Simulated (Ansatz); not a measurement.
# C₂H₄BBr: up Jacob's ladder to CCSD(T)

The task here is to estimate one member of a computed series from the others.

Program: Ansatz 0.2.0, Gaussian basis. Level of theory: functionals in def2-TZVPP, the program's frozen cores in correlated methods. These are calculated values, not measurements.

The runs, in order: LDA (SPW92), PBE-D4, revPBE-D4, BLYP-D4, r2SCAN-D4, B97M-V, PBE0-D4, B3LYP-D4, r2SCANh-D4, r2SCAN0-D4, HSE06-D4, BHLYP-D4, CAM-B3LYP-D4, LC-ωPBE, ωB97X-V, ωB97M-V, B2PLYP, PBE-QIDH; CCSD(T)/def2-SVP; CCSD(T)/def2-TZVPP; MP2/def2-QZVPP; extrapolation to the limit; RPA on PBE.

## Structure used throughout

All runs share one geometry, relaxed beforehand with PBE0-D4 in a triple-zeta def2 set.

SMILES `C=CBBr`, 8 atoms, charge 0, spin multiplicity 1.

Atoms are counted from 1 here; the program's logs count them from 0.

Bond lengths: C1–C2 1.338 Å, C1–H5 1.086 Å, C1–H6 1.086 Å, C2–B3 1.528 Å, C2–H7 1.088 Å, B3–Br4 1.910 Å, B3–H8 1.192 Å. Angles: C2–C1–H5 122.6°, C2–C1–H6 120.9°, H5–C1–H6 116.5°, C1–C2–B3 119.8°, C1–C2–H7 118.8°, B3–C2–H7 121.3°, C2–B3–Br4 120.8°, C2–B3–H8 122.5°, Br4–B3–H8 116.6°.

The first run:

File in.yaml:

```yaml
crystal:
  periodic: [false, false, false]
  atoms:
    - {symbol: C, position_ang: [0.233387, 1.032065, -0.787738]}
    - {symbol: C, position_ang: [-0.440475, 0.260354, 0.072500]}
    - {symbol: B, position_ang: [0.176045, -1.049025, 0.562597]}
    - {symbol: Br, position_ang: [-0.760179, -2.173077, 1.791252]}
    - {symbol: H, position_ang: [-0.161009, 1.971211, -1.165179]}
    - {symbol: H, position_ang: [1.216672, 0.741298, -1.145824]}
    - {symbol: H, position_ang: [-1.422508, 0.584059, 0.409387]}
    - {symbol: H, position_ang: [1.250268, -1.423884, 0.207305]}
basis:
  gaussian: {orbitals: def2-TZVPP}
hamiltonian: {xc: lda}
output: {orbitals: {seedname: orbitals}}
```

The run is started by

```bash
$ ansatz run in.yaml --threads 2 --pin off --events-out ev --progress --plain --max-ram 4352MiB
```

Among the steps run: LDA; PBE-D4 (GGA); revPBE-D4 (GGA); BLYP-D4 (GGA); r2SCAN-D4 (meta-GGA); B97M-V (meta-GGA); PBE0-D4 (hybrid); B3LYP-D4 (hybrid); r2SCANh-D4 (hybrid); r2SCAN0-D4 (hybrid); HSE06-D4 (hybrid); BHLYP-D4 (hybrid); CAM-B3LYP-D4 (range-separated); LC-ωPBE (range-separated); ωB97X-V (range-separated); ωB97M-V (range-separated); B2PLYP (double hybrid); PBE-QIDH (double hybrid).

One table of the session follows, with a row left open; its other results are not shown here.

It belongs to the step «Frontier levels by functional». 

```
  functional  HOMO (eV)  LUMO (eV)  gap (eV)
 LDA (SPW92)      -6.89      -3.38      3.51
      PBE-D4      -6.75      -3.12      3.63
   revPBE-D4      -6.70      -3.03      3.67
     BLYP-D4          ?          ?         ?
   r2SCAN-D4      -7.04      -2.93      4.11
      B97M-V      -7.13      -2.85      4.28
     PBE0-D4      -8.03      -2.21      5.82
    B3LYP-D4      -7.78      -2.38      5.40
  r2SCANh-D4      -7.51      -2.60      4.92
  r2SCAN0-D4      -8.22      -2.10      6.13
    HSE06-D4      -7.63      -2.59      5.04
    BHLYP-D4      -9.17      -1.13      8.04
CAM-B3LYP-D4      -9.37      -1.08      8.29
     LC-ωPBE     -10.76       0.00     10.76
     ωB97X-V     -10.40      -0.03     10.37
     ωB97M-V     -10.27      -0.17     10.10
```

Q: Estimate the row for BLYP-D4 from the others.

Worked estimate for «HOMO (eV)». Against the share of exact exchange, B3LYP-D4 (0.2, -7.78), BHLYP-D4 (0.5, -9.17) give a slope of -4.63 per unit share; at 0 the line stands at -6.85.

**Answer.** HOMO (eV): -6.60; LUMO (eV): -2.94; gap (eV): 3.66. In «HOMO (eV)» the line misses by -0.25.
